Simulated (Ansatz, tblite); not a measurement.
**B6P4 zinc blende hole sphere (B6P4Cl6): a ladder of methods and basis sets**

The task here is to estimate one member of a computed series from the others.

The runs use Ansatz 0.2.0, Gaussian basis; as each input shows.

Levels to be run: GFN1-xTB, GFN2-xTB, PBE-D4/def2-SVP, r2SCAN-D4/def2-SVP, HF/STO-3G, HF/6-31G, B3LYP-D4/6-31G, MP2/def2-SVP.

7 further runs of the same task are left out: 5 that didn't finish, 2 set aside as unsound or not needed. Runs told in other sessions of the task aren't counted.

## The structure

The singlet was relaxed beforehand with PBE-D4/def2-SVP.

16 atoms, charge 0, spin multiplicity 1.

Bond lengths: P1–B5 1.944 Å, P1–B7 1.932 Å, P1–B8 1.932 Å, P2–B6 1.939 Å, P2–B7 1.948 Å, P2–B9 1.963 Å, P3–B5 1.941 Å, P3–B6 1.949 Å, P3–B10 1.947 Å, P4–B8 1.932 Å, P4–B9 1.970 Å, P4–B10 1.937 Å, B5–Cl11 1.766 Å, B6–Cl12 1.775 Å, B7–Cl13 1.772 Å, B8–Cl14 1.774 Å, B9–Cl15 1.761 Å, B10–Cl16 1.766 Å. Angles: B5–P1–B7 75.8°, B5–P1–B8 105.5°, B7–P1–B8 90.1°, B6–P2–B7 91.0°, B6–P2–B9 83.6°, B7–P2–B9 102.9°, B5–P3–B6 102.5°, B5–P3–B10 99.2°, B6–P3–B10 77.9°, B8–P4–B9 73.4°, B8–P4–B10 105.0°, B9–P4–B10 98.2°, P1–B5–P3 132.2°, P1–B5–Cl11 114.9°, P3–B5–Cl11 112.9°, P2–B6–P3 130.3°, P2–B6–Cl12 115.3°, P3–B6–Cl12 114.3° and more.

PBE0-D4/def2-SVP was run before; its log isn't repeated, and its numbers join the tables.

The first run:

Tight binding, by tblite at 300 K electronic temperature and without a spin-polarisation term:

```python
tblite.interface.Calculator('GFN1-xTB', numbers, positions, charge=0, uhf=0).singlepoint()
```

Tight binding, by tblite at 300 K electronic temperature and without a spin-polarisation term:

```python
tblite.interface.Calculator('GFN2-xTB', numbers, positions, charge=0, uhf=0).singlepoint()
```

start.molden holds the orbitals of an earlier run on this state, given as this run's starting guess.

in.yaml reads:

```yaml
crystal:
  periodic: [false, false, false]
  atoms:
    - {symbol: P, position_ang: [-1.261781, 1.555851, -1.171745]}
    - {symbol: P, position_ang: [1.217315, -0.931317, -1.315441]}
    - {symbol: P, position_ang: [-1.474181, -1.295328, 0.935363]}
    - {symbol: P, position_ang: [0.985592, 1.198179, 1.534181]}
    - {symbol: B, position_ang: [-2.136936, 0.069218, -0.275947]}
    - {symbol: B, position_ang: [0.261618, -1.737255, 0.166275]}
    - {symbol: B, position_ang: [-0.397682, -0.011311, -1.900027]}
    - {symbol: B, position_ang: [0.311200, 1.938561, -0.117635]}
    - {symbol: B, position_ang: [1.922083, 0.261476, 0.075589]}
    - {symbol: B, position_ang: [-0.265150, -0.204338, 2.003303]}
    - {symbol: Cl, position_ang: [-3.849816, -0.124213, -0.658258]}
    - {symbol: Cl, position_ang: [1.140072, -3.015358, 1.029292]}
    - {symbol: Cl, position_ang: [-1.215504, -0.855952, -3.226342]}
    - {symbol: Cl, position_ang: [1.292766, 3.237866, -0.821854]}
    - {symbol: Cl, position_ang: [3.661859, 0.530758, 0.023967]}
    - {symbol: Cl, position_ang: [-0.191466, -0.616846, 3.719269]}
basis:
  gaussian: {orbitals: def2-SVP, initial_orbitals: start.molden}
hamiltonian: {xc: pbe, dispersion: d4}
scf: {omitted_lower_state_checks: [starts]}
output: {orbitals: {seedname: orbitals}}
```

Command:

```
> ansatz run in.yaml --threads 4 --pin off --events-out ev --progress --plain --max-ram 6963MiB
```

Steps of the session up to this table: PBE-D4/def2-SVP; r2SCAN-D4/def2-SVP; HF/STO-3G; HF/6-31G; B3LYP-D4/6-31G; MP2/def2-SVP.

One of the session's tables, all rows but one given; the rest of the session is left out.

It belongs to the step «Binding energy». 

| level | binding an atom (eV) |
| --- | --- |
| HF/STO-3G | 3.603 |
| HF/6-31G | 2.075 |
| HF/def2-SVP | 2.677 |
| PBE-D4/def2-SVP | 4.211 |
| r2SCAN-D4/def2-SVP | ? |
| B3LYP-D4/6-31G | 3.465 |
| PBE0-D4/def2-SVP | 4.089 |
| MP2/def2-SVP | 3.796 |

Estimate the missing values for r2SCAN-D4/def2-SVP.

As computed: binding an atom (eV): 4.048. In the column «binding an atom (eV)» it lies between MP2/def2-SVP (3.796) and PBE0-D4/def2-SVP (4.089).

To keep in mind: Free atoms were run apart at each level; binding is atoms less cluster, divided by the number of atoms, without zero-point or spin-orbit terms.
